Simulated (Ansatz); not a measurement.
**GaP (quintet): wave-function methods side by side, aug-cc-pVTZ**

One table from this session's results is given with a row withheld; the runs are named, their logs left out.

Program: Ansatz 0.2.0, Gaussian basis. Level of theory: aug-cc-pVTZ, core rule «outside noble gas», up to 19 orbitals frozen. These are calculated values, not measurements.

To be run: UHF; CCSD(T) on ROHF; CCSD(T) on UHF; BCCD(T) on ROHF; CCSDT(Q) on ROHF; CCSDT(Q) on UHF.

11 further runs of the same task are left out: 6 for a known fault of the program, 5 set aside as unsound or not needed. Runs told in other sessions of the task aren't counted.

## What is computed

The geometry is a PBE0/def2-TZVPD stationary point (not a proven minimum) of the parent state, kept for this charge and spin. No spin-orbit coupling is included. The filled d shell of Ga may be among the frozen orbitals whatever the setting's name suggests.

2 atoms, charge 0, spin multiplicity 5.

Atoms are counted from 1 here; the program's logs count them from 0.

Bond lengths: P1–Ga2 2.354 Å.

Set-up of the first run:

in.yaml

```yaml
crystal:
  periodic: [false, false, false]
  atoms:
    - {symbol: P, position_ang: [0.000000, 0.000000, 0.000000]}
    - {symbol: Ga, position_ang: [0.000000, 0.000000, 2.354100]}
basis:
  gaussian: {orbitals: aug-cc-pVTZ}
magnetization: {spin_polarized: true, initial_magnetization: 4}
hamiltonian: {xc: hf}
output: {orbitals: {seedname: orbitals}}
```

The run is started by

```
$ ansatz run in.yaml --threads 1 --pin off --events-out ev --progress --plain --max-ram 4096MiB --backend cpu
```

Steps of the session up to this table: UHF; CCSD(T) on ROHF; CCSD(T) on UHF; BCCD(T) on ROHF; CCSDT(Q) on ROHF; CCSDT(Q) on UHF.

One table of the session follows, with a row left open; its other results are not shown here.

It belongs to the step «Misses and costs». 

```
   method  from UCCSDT(Q) (kcal/mol)
     ROHF                    +110.65
      UHF                          ?
     RMP2                     +22.82
     UMP2                     +23.49
    RCCSD                      +6.72
    UCCSD                      +6.20
 RCCSD(T)                      +1.46
 UCCSD(T)                      +1.18
  BCCD(T)                      +1.47
   RCCSDT                      +0.62
   UCCSDT                      +0.28
RCCSDT(Q)                      +0.33
UCCSDT(Q)                          0
```

Estimate the missing values for UHF.

The run gave: from UCCSDT(Q) (kcal/mol): +105.55. In the column «from UCCSDT(Q) (kcal/mol)» it lies between UMP2 (+23.49) and ROHF (+110.65).

Limits of these values: Restricted and unrestricted rows rest on different reference determinants; a gap between their highest levels can come from leftover correlation error, from unlike frozen cores or from another state.
